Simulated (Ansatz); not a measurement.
CsLiCr2Te2S3:

```
CELL_PARAMETERS angstrom
7.05684 0.00000 0.00000
0.00000 3.98060 0.00000
-2.67333 0.00000 8.68168
ATOMIC_POSITIONS crystal
Cs 0.07739 0.00000 0.37706
Li 0.86424 0.50000 0.78883
Cr 0.12646 0.00000 0.94616
Cr 0.59290 0.50000 0.97165
Te 0.50838 0.00000 0.15270
Te 0.55612 0.00000 0.74893
S 0.87426 0.00000 0.68502
S 0.25176 0.50000 0.84402
S 0.96294 0.50000 0.05357
```

The cell was built by a generator and needn't be a form met in nature.

* Program: Ansatz 0.2.0
* Task: relaxation of cell and atoms
* Functional: LDA
* Potentials or basis: Ansatz PAW
* Cutoff: 420 eV (not typed: the program's choice for these potentials)
* k mesh: 3 × 5 × 3
* Occupations: fermi-dirac, width 0.05 eV
* Spin: collinear spin, ferromagnetic start
* Starting moments: [0.0, 0.0, 3.0, 3.0, 0.0, 0.0, 0.0, 0.0, 0.0] μB

At the start: volume 27.10 Å³/atom.

Q: Where does the relaxation end?

A: It ends after 11 steps and the volume is 24.13 Å³/atom (-11.0 %); space group Pm (No. 6, to 0.05 Å); moment 5.99 μB per cell.

The path:
```
step  energy change (eV)  largest force (eV/Å)  volume (Å³)
   1              0.0000                0.5529       243.87
   2             -0.1859                0.7906       223.50
   3             -0.2963                0.2538       220.70
   4             -0.3089                0.1641       218.34
   5             -0.3132                0.0429       217.50
   6             -0.3135                0.0865       217.64
   7             -0.3148                0.0261       217.23
   8             -0.3149                0.0242       217.22
   9             -0.3150                0.0132       217.04
  10             -0.3151                0.0044       217.14
  11             -0.3116                0.0045       217.14
```

Final structure:
```
Cs Li Cr Te S
1.0
     6.86739    0.00000   -0.03961
     0.00000    3.84743    0.00000
    -2.65029    0.00000    8.23354
Cs Li Cr Te S
1 1 2 2 3
Cartesian
  -0.4592 0.0000 3.1350
  3.7671 1.9237 6.4256
  -1.6345 0.0000 7.7645
  1.5216 1.9237 8.0171
  3.0887 0.0000 1.3107
  1.8089 0.0000 6.1257
  4.2027 0.0000 5.5415
  -0.4967 1.9237 6.9056
  6.5073 1.9237 0.4275
```

Caveat: the plane-wave basis is chosen anew once the cell has moved, so the energies of steps on either side of that aren't comparable; only a ferromagnetic start was run, and an antiferromagnetic order may lie lower in energy; the PAW data sets come from PBE, with cores solved anew for the run's functional, which leaves a small shift of forces and pressure.
